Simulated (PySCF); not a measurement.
# C6H7F: runs on many settings, part 2 of 2

PySCF 2.14.0. Atoms count from 0. The steps go on from the part before.

## 4. Spin-spin couplings: LC-wPBE/Sadlej pVTZ

Job settings and geometry (Å):

```
{"job": {"kind": "j", "xc": "LC-wPBE", "basis": "Sadlej pVTZ", "grid": 4}, "charge": 0, "multiplicity": 1}
C      2.666194    -0.236889    -0.222842
C      1.630388    -0.162458     0.371540
C      0.359686    -0.068814     1.047759
C     -0.703458    -1.051006     0.498014
C     -1.369621     0.108882    -0.258251
C     -0.528922     1.098420     0.552139
F      0.098127     2.074905    -0.175998
H      3.582650    -0.300211    -0.728278
H      0.516761    -0.091389     2.128634
H     -1.331685    -1.467892     1.281801
H     -0.311788    -1.855562    -0.119501
H     -2.448691     0.205080    -0.162866
H     -1.092920     0.136595    -1.309967
H     -1.067400     1.609867     1.355677
```

Level: LC-wPBE/Sadlej pVTZ indirect spin-spin coupling, non-relativistic, gas phase.

Log:

```text
coarse grid: 11944 points
cycle   1  E = -332.3617851737  dE =  1.430e+00  |g| = 5.737e-01  |ddm| = 6.165e+01
cycle   2  E = -332.3778452595  dE = -1.606e-02  |g| = 5.915e-01  |ddm| = 6.158e+00
cycle   3  E = -332.4356709283  dE = -5.783e-02  |g| = 6.230e-02  |ddm| = 4.031e+00
cycle   4  E = -332.4364784165  dE = -8.075e-04  |g| = 2.850e-02  |ddm| = 8.385e-01
cycle   5  E = -332.4366629266  dE = -1.845e-04  |g| = 1.014e-02  |ddm| = 4.570e-01
cycle   6  E = -332.4366865788  dE = -2.365e-05  |g| = 3.015e-03  |ddm| = 9.978e-02
cycle   7  E = -332.4366890831  dE = -2.504e-06  |g| = 6.103e-04  |ddm| = 3.690e-02
final grid: 310440 points
cycle   8  E = -332.4503363633  dE = -5.831e-05  |g| = 7.589e-03  |ddm| = 7.109e-01
cycle   9  E = -332.4503366652  dE = -3.019e-07  |g| = 8.016e-03  |ddm| = 1.507e-01
cycle  10  E = -332.4503467085  dE = -1.004e-05  |g| = 4.651e-04  |ddm| = 4.574e-02
cycle  11  E = -332.4503467624  dE = -5.385e-08  |g| = 2.443e-04  |ddm| = 8.658e-03
cycle  12  E = -332.4503467667  dE = -4.329e-09  |g| = 8.207e-05  |ddm| = 2.791e-03
cycle  13  E = -332.4503467684  dE = -1.661e-09  |g| = 2.675e-05  |ddm| = 1.069e-03
cycle  14  E = -332.4503467686  dE = -2.134e-10  |g| = 6.083e-06  |ddm| = 2.686e-04
converged SCF energy = -332.4503467686

Indirect spin-spin couplings (Hz)
  i      j    bonds     total        FC       PSO       DSO        SD
  0 C    1 C    1    175.898   169.019     6.755     0.123         -
  0 C    2 C    2     12.981    13.422    -0.325    -0.116         -
  0 C    3 C    3      1.508     1.347     0.216    -0.055         -
  0 C    4 C    4     -0.169    -0.097    -0.018    -0.053         -
  0 C    5 C    3      1.174     0.970     0.258    -0.054         -
  0 C    7 H    1    227.482   229.345    -2.432     0.568         -
  0 C    8 H    3      2.083     1.895     0.610    -0.422         -
  0 C    9 H    4      0.472     0.479     0.356    -0.362         -
  0 C   13 H    4      0.621     0.641     0.371    -0.390         -
  1 C    2 C    1     65.436    66.825    -1.681     0.292         -
  1 C    3 C    2     -4.367    -4.194    -0.215     0.042         -
  1 C    4 C    3      0.504     0.481     0.026    -0.003         -
  1 C    5 C    2     -5.654    -5.564    -0.151     0.061         -
  1 C    6 F    3      9.030    10.041    -1.093     0.196    -0.114
  1 C    7 H    2     48.106    43.936     5.331    -1.162         -
  1 C    8 H    2    -10.234   -10.009    -0.220    -0.005         -
  1 C    9 H    3      6.103     6.216     0.204    -0.317         -
  1 C   10 H    3      8.017     7.858    -0.095     0.254         -
  1 C   11 H    4     -0.864    -0.785     0.290    -0.368         -
  1 C   13 H    3      4.117     4.222     0.225    -0.329         -
  2 C    3 C    1     20.711    19.499     0.956     0.256         -
  2 C    4 C    2     -6.173    -6.042    -0.197     0.066         -
  2 C    5 C    1     23.075    22.359     0.402     0.314         -
  2 C    6 F    2     16.390    11.621     2.391    -0.004     2.381
  2 C    7 H    3      3.359     3.487     0.310    -0.438         -
  2 C    8 H    1    118.558   117.165     0.244     1.150         -
  2 C    9 H    2     -3.589    -3.777     0.243    -0.054         -
  2 C   10 H    2     -4.199    -4.380     0.270    -0.089         -
  2 C   11 H    3      8.697     8.904     0.199    -0.407         -
  2 C   12 H    3      0.586     0.711     0.032    -0.158         -
  2 C   13 H    2     -0.650    -0.704     0.069    -0.016         -
  3 C    4 C    1     20.081    19.055     0.803     0.224         -
  3 C    5 C    2     -7.055    -7.007    -0.135     0.086         -
  3 C    6 F    3      8.082    10.084    -1.635    -0.304    -0.063
  3 C    7 H    4     -2.739    -2.707     0.227    -0.258         -
  3 C    8 H    2     -3.801    -3.930     0.279    -0.150         -
  3 C    9 H    1    111.713   110.365     0.448     0.900         -
  3 C   10 H    1    119.561   118.417     0.230     0.914         -
  3 C   11 H    2     -2.781    -2.910     0.340    -0.211         -
  3 C   12 H    2     -5.362    -5.527     0.286    -0.121         -
  3 C   13 H    3      0.540     0.602     0.158    -0.219         -
  4 C    5 C    1     24.186    23.871     0.034     0.281         -
  4 C    6 F    2     19.357    15.290     2.120    -0.051     1.998
  4 C    7 H    5      0.184     0.276     0.142    -0.234         -
  4 C    8 H    3      6.830     7.046     0.211    -0.427         -
  4 C    9 H    2     -4.246    -4.383     0.288    -0.151         -
  4 C   10 H    2     -3.885    -4.014     0.299    -0.170         -
  4 C   11 H    1    113.767   112.455     0.395     0.916         -
  4 C   12 H    1    112.160   110.833     0.339     0.988         -
  4 C   13 H    2     -1.389    -1.346     0.084    -0.126         -
  5 C    6 F    1   -266.368  -300.522    17.622     0.945    15.587
  5 C    7 H    4     -2.375    -2.340     0.237    -0.272         -
  5 C    8 H    2     -4.312    -4.419     0.090     0.017         -
  5 C    9 H    3      0.896     0.894     0.121    -0.119         -
  5 C   10 H    3      9.430     9.650     0.140    -0.361         -
  5 C   11 H    2     -3.381    -3.411     0.090    -0.059         -
  5 C   12 H    2     -7.664    -7.855     0.169     0.021         -
  5 C   13 H    1    134.075   133.520    -0.740     1.294         -
  6 F    7 H    5     -0.905    -0.590     0.278    -0.570    -0.025
  6 F    8 H    3      3.186     3.111     1.390    -1.259    -0.056
  6 F    9 H    4      0.602     2.176     0.037    -1.664     0.052
  6 F   10 H    4      1.083     2.134     0.421    -1.208    -0.264
  6 F   11 H    3      5.948     5.810     1.438    -1.265    -0.036
  6 F   12 H    3     22.004    21.784     0.505     0.393    -0.677
  6 F   13 H    2     47.014    45.066     6.323    -0.841    -3.535
  7 H    8 H    4     -4.347    -3.940     1.127    -1.535         -
  7 H    9 H    5     -0.387    -0.041     0.904    -1.250         -
  7 H   11 H    6     -0.311     0.024     0.823    -1.158         -
  7 H   12 H    6     -0.255    -0.075     0.279    -0.459         -
  7 H   13 H    5     -0.290     0.087     0.972    -1.349         -
  8 H    9 H    3      7.845     7.687    -0.081     0.238         -
  8 H   10 H    3      2.246     2.763     1.342    -1.859         -
  8 H   11 H    4      1.321     1.762     1.136    -1.577         -
  8 H   12 H    4     -1.888    -1.212     1.602    -2.278         -
  8 H   13 H    3      6.630     6.419    -0.243     0.454         -
  9 H   10 H    2    -12.693   -12.235     1.845    -2.304         -
  9 H   11 H    3      7.283     7.203     0.084    -0.004         -
  9 H   12 H    3      6.943     7.656     1.761    -2.475         -
 10 H   11 H    3      1.921     2.451     1.359    -1.890         -
 10 H   12 H    3      9.327     9.181    -0.093     0.238         -
 10 H   13 H    4     -1.405    -0.763     1.578    -2.220         -
 11 H   12 H    2    -13.612   -13.188     1.792    -2.216         -
 11 H   13 H    3      6.328     6.234    -0.055     0.148         -
 12 H   13 H    3      4.583     5.327     1.726    -2.470         -
```

Run time: 4.3 min. Hardware: 1 thread, shared host.

This basis has no tight s functions, so the Fermi-contact terms are rough.

Couplings of 1 Hz or more, nine at most for each number of bonds (isotopes 13C, 19F, 1H):

```
   pair  bonds  J (Hz)  Fermi contact (Hz)  dihedral (°)
  C5–F6      1  -266.4              -300.5             –
  C0–H7      1   227.5               229.3             –
  C0–C1      1   175.9               169.0             –
 C5–H13      1   134.1               133.5             –
 C3–H10      1   119.6               118.4             –
  C2–H8      1   118.6               117.2             –
 C4–H11      1   113.8               112.5             –
 C4–H12      1   112.2               110.8             –
  C3–H9      1   111.7               110.4             –
  C1–H7      2    48.1                43.9             –
 F6–H13      2    47.0                45.1             –
  C4–F6      2    19.4                15.3             –
  C2–F6      2    16.4                11.6             –
H11–H12      2   -13.6               -13.2             –
  C0–C2      2    13.0                13.4             –
 H9–H10      2   -12.7               -12.2             –
  C1–H8      2   -10.2               -10.0             –
 C5–H12      2    -7.7                -7.9             –
 F6–H12      3    22.0                21.8            18
 C5–H10      3     9.4                 9.7             –
H10–H12      3     9.3                 9.2           -18
  C1–F6      3     9.0                10.0           -16
 C2–H11      3     8.7                 8.9             –
  C3–F6      3     8.1                10.1             –
 C1–H10      3     8.0                 7.9            16
  H8–H9      3     7.8                 7.7            14
 H9–H11      3     7.3                 7.2           -18
  H7–H8      4    -4.3                -3.9             –
  C3–H7      4    -2.7                -2.7             –
  C5–H7      4    -2.4                -2.3             –
 H8–H12      4    -1.9                -1.2             –
H10–H13      4    -1.4                -0.8             –
 H8–H11      4     1.3                 1.8             –
 F6–H10      4     1.1                 2.1             –
```

The spin-dipole term was solved for some atoms only; pairs without it lack that part.

Shifts (PBE0/pcSseg-1, unscaled) and these couplings together give the proton spectrum at 400 MHz below.

1H NMR δ 5.03 (m, 1H), 3.27 (m, 1H), 2.67 (m, 1H), 2.41 (m, 1H), 1.91 (m, 1H), 1.87 (m, 1H), 1.79 (d, J = 4.3 Hz, 1H).

## 5. Excited states and response: PBE0/ANO-RCC-VDZP in dimethylsulfoxide

The job, as its differences from that of step 4:

```diff
@@ -1,2 +1,2 @@
-{"job": {"kind": "j", "xc": "LC-wPBE", "basis": "Sadlej pVTZ", "grid": 4}, "charge": 0, "multiplicity": 1}
+{"job": {"kind": "uv", "xc": "PBE0", "basis": "ANO-RCC-VDZP", "solvent": "dimethylsulfoxide", "nstates": 3, "ntriplets": 2, "tda": true, "scf": {"conv": 1e-07}}, "charge": 0, "multiplicity": 1}
 C      2.666194    -0.236889    -0.222842
```

Method: TDA PBE0/ANO-RCC-VDZP, vertical, IEF-PCM dimethylsulfoxide (non-equilibrium linear response), core orbitals frozen in the response.

Log:

```text
final grid: 116456 points
cycle   1  E = -332.2592720743  dE =  1.009e+00  |g| = 5.267e-01  |ddm| = 5.209e+00
cycle   2  E = -332.2364036646  dE =  2.287e-02  |g| = 6.624e-01  |ddm| = 8.222e-01
cycle   3  E = -332.3180011674  dE = -8.160e-02  |g| = 9.326e-02  |ddm| = 4.817e-01
cycle   4  E = -332.3196335057  dE = -1.632e-03  |g| = 3.353e-02  |ddm| = 1.031e-01
cycle   5  E = -332.3198539022  dE = -2.204e-04  |g| = 1.525e-02  |ddm| = 3.929e-02
cycle   6  E = -332.3199070776  dE = -5.318e-05  |g| = 3.909e-03  |ddm| = 1.567e-02
cycle   7  E = -332.3199106766  dE = -3.599e-06  |g| = 7.829e-04  |ddm| = 3.744e-03
cycle   8  E = -332.3199108328  dE = -1.562e-07  |g| = 8.489e-05  |ddm| = 7.837e-04
cycle   9  E = -332.3199108347  dE = -1.893e-09  |g| = 2.396e-05  |ddm| = 1.041e-04
converged SCF energy = -332.3199108347

Static polarisability (au): isotropic 76.677, principal 64.226 66.306 99.500

Singlet excitations
state   eV       nm        f      main configurations
  1   6.6875    185.4   0.00148   H->L+1 0.27, H-1->L 0.18, H->L 0.16
  2   6.9160    179.3   0.01316   H-1->L 0.44, H->L+1 0.18, H->L+2 0.17
  3   6.9387    178.7   0.00469   H->L 0.38, H-1->L+2 0.22, H-1->L+1 0.14

Triplet excitations (Tamm-Dancoff, eV): 5.4376 5.9686
```

It took 47 s on 1 thread, shared host.

This run: HOMO -7.65 eV, LUMO 0.51 eV; lowest singlet 6.69 eV.

## 6. NMR shieldings: B97-D/6-311G**

The job, as its differences from that of step 5:

```diff
@@ -1,2 +1,2 @@
-{"job": {"kind": "uv", "xc": "PBE0", "basis": "ANO-RCC-VDZP", "solvent": "dimethylsulfoxide", "nstates": 3, "ntriplets": 2, "tda": true, "scf": {"conv": 1e-07}}, "charge": 0, "multiplicity": 1}
+{"job": {"kind": "nmr", "xc": "B97-D", "basis": "6-311G**", "pop": false, "scf": {"aux": "def2-qzvpp-jkfit"}}, "charge": 0, "multiplicity": 1}
 C      2.666194    -0.236889    -0.222842
```

Level: GIAO B97-D/6-311G** NMR shielding, non-relativistic, gas phase.

Log:

```text
final grid: 116456 points
cycle   1  E = -332.3323889704  dE =  8.037e-01  |g| = 7.025e-01  |ddm| = 3.405e+00
cycle   2  E = -332.2128420613  dE =  1.195e-01  |g| = 1.099e+00  |ddm| = 1.970e+00
cycle   3  E = -332.4319092782  dE = -2.191e-01  |g| = 1.714e-01  |ddm| = 1.341e+00
cycle   4  E = -332.4364200804  dE = -4.511e-03  |g| = 8.376e-02  |ddm| = 1.990e-01
cycle   5  E = -332.4375206151  dE = -1.101e-03  |g| = 4.948e-02  |ddm| = 8.537e-02
cycle   6  E = -332.4380951229  dE = -5.745e-04  |g| = 1.033e-02  |ddm| = 3.539e-02
cycle   7  E = -332.4381204314  dE = -2.531e-05  |g| = 2.463e-03  |ddm| = 9.793e-03
cycle   8  E = -332.4381219185  dE = -1.487e-06  |g| = 4.849e-04  |ddm| = 2.678e-03
cycle   9  E = -332.4381219740  dE = -5.555e-08  |g| = 1.378e-04  |ddm| = 6.219e-04
cycle  10  E = -332.4381219785  dE = -4.493e-09  |g| = 4.501e-05  |ddm| = 1.963e-04
cycle  11  E = -332.4381219789  dE = -3.428e-10  |g| = 2.475e-05  |ddm| = 4.868e-05
converged SCF energy = -332.4381219789

GIAO shielding tensors (ppm)
atom      isotropic    diamagn.    paramagn.     s11        s22        s33       span
  0 C      113.887     257.408    -143.520     44.136     54.736    242.791    198.655
  1 C      103.848     264.006    -160.158      1.945     17.688    291.912    289.967
  2 C      149.091     250.625    -101.534    132.992    148.576    165.706     32.714
  3 C      162.789     247.251     -84.462    142.256    165.153    180.958     38.702
  4 C      152.700     248.679     -95.978    133.564    146.720    177.817     44.253
  5 C       96.628     242.876    -146.248     62.890     81.981    145.013     82.124
  6 F      350.530     470.299    -119.769    292.344    371.576    387.669     95.325
  7 H       30.663      32.201      -1.538     25.920     26.127     39.943     14.024
  8 H       28.746      29.661      -0.915     24.443     28.453     33.343      8.900
  9 H       30.300      30.626      -0.326     27.503     27.970     35.428      7.925
 10 H       30.256      30.460      -0.203     27.216     28.553     35.000      7.784
 11 H       29.771      29.950      -0.179     26.572     27.585     35.156      8.584
 12 H       29.601      30.934      -1.333     27.505     27.899     33.397      5.892
 13 H       26.996      29.612      -2.616     23.464     27.684     29.840      6.376
```

Run time: 69 s. Hardware: 1 thread, shared host.

This run: δ C5 89.1, C1 81.9, C0 71.9, C2 36.7, H13 5.24, H8 3.49 ppm.

## 7. Comparing the runs: NMR shifts

Shifts (ppm) of some atoms, chosen among heavy atoms and hydrogens apart, with basis size and wall time:

```
           run    C1    C0    C2    C3   H13    H8      F6  functions  time
 PBE0/pcSseg-1  87.0  81.1  33.9  20.9  5.03  3.27  -192.4        154  49 s
B97-D/6-311G**  81.9  71.9  36.7  23.0  5.24  3.49  -208.5        168  69 s
```

## 8. Comparing the runs: electronic excitations

Excitations and ground-state properties, with basis size and wall time:

```
                                   run  lowest singlet (eV)  brightest (eV)      f  gap (eV)  α (Å³)  μ (D)  functions  time
                        PBE0/def2-SVPD                 6.53            7.81  0.048      8.20    9.84   2.16        199  68 s
PBE0/ANO-RCC-VDZP in dimethylsulfoxide                 6.69            6.92  0.013      8.16   11.36   2.92        133  47 s
```

## 9. What came out

What follows sums up all 2 parts.

```
                                           quantity                                         value
             13C shifts against TMS (PBE0/pcSseg-1)        87.3, 87.0, 81.1, 33.9, 31.5, 20.9 ppm
              1H shifts against TMS (PBE0/pcSseg-1)  5.03, 3.27, 2.67, 2.41, 1.91, 1.87, 1.79 ppm
           19F shifts against CFCl3 (PBE0/pcSseg-1)                                    -192.4 ppm
                    lowest singlet (PBE0/def2-SVPD)                   6.53 eV (190 nm), f = 0.000
           brightest single state of those computed                   state 6, 7.81 eV, f = 0.048
                                     lowest triplet                                       5.34 eV
largest coupling of the table (LC-wPBE/Sadlej pVTZ)                      1J(C,F) C5–F6, -266.4 Hz
                           range of the shift of F6                          -208.5 to -192.4 ppm
                        range of the lowest singlet                               6.53 to 6.69 eV
```

In words: Single values in the summary come from the first run of each kind that ended normally (PBE0/pcSseg-1; PBE0/def2-SVPD; LC-wPBE/Sadlej pVTZ), which need not be the best level. The most deshielded carbon is C5 (sp3 CH bonded to F), at 87.3 ppm: pulled downfield by the heteroatom. The most deshielded hydrogen is H13 (hydrogen on an sp3 CH bonded to F), at 5.03 ppm: its carbon carries F, which withdraws density. At PBE0/pcSseg-1: The largest span, 302 ppm, is at C1, where the paramagnetic term is -159 ppm. The lowest singlet, at 6.53 eV, is HOMO→LUMO+1 0.30, HOMO−1→LUMO 0.23 and is dark; of the 6 states computed, the strongest absorption comes from state 6 at 7.81 eV (the last computed, so partners may be missing). The lowest triplet lies 1.19 eV below the lowest singlet (triplets in Tamm-Dancoff, singlets in full TDDFT). States above −ε(HOMO) lie where TDDFT describes them poorly and they hang on the basis; the brightest is among them. Of the pairs tabulated at LC-wPBE/Sadlej pVTZ, C5–F6 couples most strongly (-266.4 Hz; Fermi contact -300.5 Hz). Couplings across rotatable bonds belong to this one conformer; where others are populated, the observed values are averages. The lowest singlet runs from 6.53 eV (PBE0/def2-SVPD) to 6.69 eV (PBE0/ANO-RCC-VDZP in dimethylsulfoxide), while the orbital gap spans 8.16 to 8.20 eV. The lowest state need not be the same one in every run. The runs solved for a few states only, so the brightest column depends on that window. Couplings from bases without tight functions are rough.
